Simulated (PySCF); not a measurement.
# C3H4Cd (CdMe(CCH)): the cost of one run

Computed with PySCF 2.14.0 and routines of our own; the level stands in each step. Atoms count from 0.

1 further run of the same task is left out (for a basis unfit for spin-orbit shieldings).

## (1) The starting structure

8 atoms, charge 0, multiplicity 1; geometry from: GFN2-xTB, altered.

## (2) Spin-spin couplings: PBE0/pcJ-1 Cd:dyall-v2z (guess sap; scale 0.96), spin-free

Job settings and geometry (Å):

```
{"job": {"kind": "hj", "xc": "PBE0", "basis": {"default": "pcJ-1", "Cd": "dyall-v2z"}, "rel": "sf", "atoms": [0], "scf": {"guess": "sap"}}, "charge": 0, "multiplicity": 1}
Cd     0.010954     0.019680     0.000038
C     -0.003389    -0.015878     2.086752
H     -0.805891     0.532205     2.472912
H      0.873840     0.388646     2.486669
H     -0.090317    -0.995616     2.444419
C     -0.000403     0.004925    -2.054362
C      0.004848     0.030758    -3.210989
H      0.010339     0.035280    -4.225440
```

Level: PBE0/pcJ-1 Cd:dyall-v2z indirect spin-spin coupling, X2C without spin-orbit coupling, Gaussian nuclei, gas phase.

Run with:

```console
$ OMP_NUM_THREADS=1 python heavy_run.py task.json out
```

One launch serves the whole session: the jobs run in the order shown.

**Question.** How long does this first job take on 1 thread of Intel Xeon Platinum 8375C at 2.90GHz, shared host, and how much memory does it need?

About 91 s, with a peak of 0.85 GiB.
